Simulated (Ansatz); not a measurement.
Geometry optimisation, DFT PBE-D3(BJ), scalar-relativistic, plane waves, PAW (Ansatz).

input.yaml

```yaml
crystal:
  lattice:
    - [0.0, 5.43, 5.43]
    - [5.43, 0.0, 5.43]
    - [5.43, 5.43, 0.0]
  atoms:
    - { symbol: Si, position: [0.0, 0.0, 0.0] }
    - { symbol: Si, position: [0.125, 0.125, 0.125] }
    - { symbol: Si, position: [0.0, 0.0, 0.5] }
    - { symbol: Si, position: [0.125, 0.125, 0.625] }
    - { symbol: Si, position: [0.0, 0.5, 0.0] }
    - { symbol: Si, position: [0.125, 0.625, 0.125] }
    - { symbol: Si, position: [0.0, 0.5, 0.5] }
    - { symbol: Si, position: [0.125, 0.625, 0.625] }
    - { symbol: Si, position: [0.5, 0.0, 0.0] }
    - { symbol: Si, position: [0.625, 0.125, 0.125] }
    - { symbol: Si, position: [0.5, 0.0, 0.5] }
    - { symbol: Si, position: [0.625, 0.125, 0.625] }
    - { symbol: Si, position: [0.5, 0.5, 0.0] }
    - { symbol: Si, position: [0.625, 0.625, 0.125] }
    - { symbol: Si, position: [0.5, 0.5, 0.5] }
    - { symbol: Si, position: [0.625, 0.625, 0.625] }
    - { symbol: "N", position: [0.5564319, 0.8275515, 0.8009972], spin: 1.0 }
magnetization:
  spin_polarized: true
basis:
  ecutwfc: 420.0
kpoints:
  mp_grid: { grid: [2, 2, 2] }
hamiltonian:
  xc: pbe
  dispersion: d3bj
  pseudopotentials: { kind: paw, azcp: { folder: soft_1 } }
scf:
  occupations: { method: gaussian, width: 0.05 }
  lower_state_search: "off"
relax:
  f_tol: 0.03
  max_steps: 60
  adjacent_minimum: "off"
output:
  write_density: true
  write_potential: true
  elf: true
  volumetric_format: npy
```

Run as:

```bash
$ ansatz run input.yaml --threads 2 --pin off --max-ram 5120MiB --backend cpu --events-out ev --progress --plain --runs-dir out
```

Where does it end, and by what steps?

The forces met the threshold. Limits of this set-up: coarse k mesh. After 13 steps the energy has fallen by 1.399 eV; N17 moved furthest, 0.95 Å. Parted: Si11–Si12 (2.35 → 2.85 Å).

```tsv
step	energy less start (eV)	largest force component (eV/Å)	accepted
0	0.0000	0.580	yes
1	-0.0908	0.491	yes
2	-0.2872	0.957	yes
3	-0.6088	0.752	yes
4	-0.8089	0.799	yes
5	-1.0746	0.365	yes
6	-1.2619	0.579	yes
7	-1.2344	1.650	no
8	-1.3315	0.497	yes
9	-1.3648	0.293	yes
10	-1.3836	0.227	yes
11	-1.3952	0.129	yes
12	-1.3985	0.057	yes
13	-1.3992	0.025	yes
```

```xyz
17
Lattice="0.0000 5.4300 5.4300 5.4300 0.0000 5.4300 5.4300 5.4300 0.0000" Properties=species:S:1:pos:R:3
Si -0.051 0.086 0.125
Si 1.313 1.457 1.437
Si 2.627 2.627 -0.127
Si 3.985 3.934 1.204
Si 2.687 0.046 2.736
Si 4.017 1.375 4.127
Si 5.326 2.682 2.677
Si 6.701 4.058 3.985
Si 0.264 3.055 2.847
Si 1.570 4.358 4.253
Si 2.571 5.357 2.403
Si 4.263 7.054 3.947
Si 2.728 2.736 5.555
Si 4.099 4.103 6.864
Si 5.270 5.417 5.300
Si 6.577 6.770 6.634
N 9.193 6.553 7.848
```

Whether the end is a true minimum wasn't checked by a vibrational analysis.

Time of the run: 3.4 min on 2 threads of Arm Neoverse V1, on a shared host, peak memory 0.65 GiB.
